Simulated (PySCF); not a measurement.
# I4Pt ([PtI4]2-): the cost of one run

Computed with PySCF 2.14.0 and routines of our own; the level stands in each step. Atoms count from 0.

### 1 The starting structure

5 atoms, charge -2, states of the metal's open shell are computed; geometry from: model geometry, bond lengths from ionic radii.

### 2 Ligand-field states: state-averaged CASSCF in water

Job settings and geometry (Å):

```
{"job": {"kind": "lf", "basis": {"metal": "x2c-TZVPall", "ligand": "x2c-SVPall"}, "nevpt": true, "solvent": "water"}, "charge": -2, "metal": "Pt", "open_shell": "d8"}
Pt     0.000000     0.000000     0.000000
I      1.581940     1.581940     1.581940
I     -1.581940    -1.581940     1.581940
I     -1.581940     1.581940    -1.581940
I      1.581940    -1.581940    -1.581940
```

Method: state-averaged CASSCF of the metal d shell, SC-NEVPT2 on the averaged canonical orbitals, state-interaction spin-orbit coupling.

The run is started by

```console
OMP_NUM_THREADS=1 python lf_run.py task.json out
```

The driver reads the jobs from task.json and runs them one after another.

**Question.** How long does this first job take on 1 thread of Arm Neoverse N1, shared host, and how much memory does it need?

About 3.2 min, with a peak of 0.8 GiB.
